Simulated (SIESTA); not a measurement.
The system is BiTe.

```
CELL_PARAMETERS angstrom
0.00000 3.23500 3.23500
3.23500 0.00000 3.23500
3.23500 3.23500 0.00000
ATOMIC_POSITIONS crystal
Bi 0.00000 0.00000 0.00000
Te 0.50000 0.50000 0.50000
```

Base run:

- Program: SIESTA 5.4.2
- Functional: PBE
- Potentials or basis: PseudoDojo 0.4 standard (PBE files)
- Basis: DZP (energy shift 0.003 Ry; two zetas on semicore shells)
- Grid cutoff: 500 Ry
- Energy shift: 0.003 Ry
- k mesh: 7 × 7 × 7
- Occupations: fermi-dirac, width 0.05 eV
- Spin: no spin polarisation

Its results: band gap on the k mesh none (metal or under the smearing width); pressure 1.7 GPa.

Task: The run is repeated on the same cell with these changes: functional from PBE to LDA; potentials or basis from PseudoDojo 0.4 standard (PBE files) to PseudoDojo 0.4 standard (LDA files). What comes out?

Result: Band gap on the k mesh none (metal or under the smearing width); pressure -1.9 GPa.

Caveats: spin-orbit coupling is left out, which moves the levels of the heavy elements; the basis of atomic orbitals isn't converged, which shifts pressures, moduli and gaps.
